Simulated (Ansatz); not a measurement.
# Ta2N: straining the crystal, equal strain of all cell vectors

The task here is to estimate one member of a computed series from the others.

Method: DFT PBEsol, scalar-relativistic, plane waves, PAW, in Ansatz 0.2.0.

1 further run of the same task is left out (set aside as unsound or not needed).

## The structure to begin with

The structure is trigonal, space group P-31m (No. 162). Conventional cell: a = 5.297 Å, b = 5.297 Å, c = 4.939 Å, α = 90.00°, β = 90.00°, γ = 120.00°. Ta (site symmetry m) has 3 N at 2.15 to 2.16 Å as nearest neighbours. N (site symmetry 32) has 6 Ta at 2.16 Å as nearest neighbours. N (site symmetry -3m) has 6 Ta at 2.15 Å as nearest neighbours.

Coordinates:

```xyz
9
Lattice="5.2966 0.0000 0.0000 -2.6483 4.5870 0.0000 0.0000 0.0000 4.9392" Properties=species:S:1:pos:R:3 pbc="T T T"
Ta    1.7647    3.0566    3.7223
Ta   -0.8836    1.5304    3.7223
Ta    1.7671    0.0000    3.7223
Ta    0.8836    1.5304    1.2169
Ta   -1.7647    3.0566    1.2169
Ta    3.5294    0.0000    1.2169
N     2.6483    1.5290    2.4696
N     0.0000    3.0580    2.4696
N     0.0000    0.0000    0.0000
```

The structure comes from the Materials Project (structure only).

The first run:

(A quick probe on a coarse mesh, which set the mesh and smearing, is not shown.)

File input.yaml:

```yaml
crystal:
  lattice:
    - [5.2965720514, 0.0, 0.0]
    - [-2.6482860257, 4.5869659495, 0.0]
    - [0.0, 0.0, 4.9391825701]
  atoms:
    - { symbol: Ta, position: [0.66636167, 0.66636167, 0.75361826] }
    - { symbol: Ta, position: [0.0, 0.33363833, 0.75361826] }
    - { symbol: Ta, position: [0.33363833, 0.0, 0.75361826] }
    - { symbol: Ta, position: [0.33363833, 0.33363833, 0.24638174] }
    - { symbol: Ta, position: [0.0, 0.66636167, 0.24638174] }
    - { symbol: Ta, position: [0.66636167, 0.0, 0.24638174] }
    - { symbol: "N", position: [0.66666667, 0.33333333, 0.5] }
    - { symbol: "N", position: [0.33333333, 0.66666667, 0.5] }
    - { symbol: "N", position: [0.0, 0.0, 0.0] }
basis:
  ecutwfc: 420
kpoints:
  mp_grid: { grid: [12, 12, 8] }
hamiltonian:
  xc: pbesol
scf:
  occupations: { method: gaussian, width: 0.1 }
output:
  forces: true
  stress: true
  eigenvalues: true
relax:
  adjacent_minimum: "off"
  f_tol: 0.005
  max_steps: 80
  cell: { stress_tol: 0.05 }
```

Launch:

```console
$ ansatz run input.yaml --threads 2 --pin off --max-ram 5120MiB --backend cpu --events-out ev --progress --plain --runs-dir out
```

Steps of the session up to this table: The relaxation; The unstrained reference; The cell strained by -1.0 %; The cell strained by +1.0 %; At -2.0 %; At +2.0 %.

One table of the session follows, with a row left open; its other results are not shown here.

```
strain (%)  ΔE (meV/atom)  a (Å)  b (Å)  c (Å)
      -2.0           47.4  5.159  5.159  4.814
      -1.0           11.4  5.211  5.211  4.863
      +0.0            0.0  5.264  5.264  4.913
      +1.0              ?      ?      ?      ?
      +2.0           42.2  5.369  5.369  5.011
```

Estimate the missing values for strain (%) = +1.0.

Worked estimate for «ΔE (meV/atom)». A straight line through the neighbours (0.0, 0.0) and (2.0, 42.2) gives 0.0 + (42.2 − 0.0) × (1.0 − 0.0) / (2.0 − 0.0) = 21.1; a parabola fitted to 3 rows on both sides gives 10.3.

**Answer.** ΔE (meV/atom): 11.0; a (Å): 5.317; b (Å): 5.317; c (Å): 4.962. In «ΔE (meV/atom)» the line misses by +10.1 and the parabola by -0.7.

ΔE is over the unstrained cell. Stress in GPa, positive in compression, on the Cartesian axes of the input. 

Limits of these values: Spin-orbit coupling is left out for Ta. Spin polarisation is off in the runs that give these values; a magnetic solution could lie lower. Warnings in the runs' records: stress scf threshold loose.
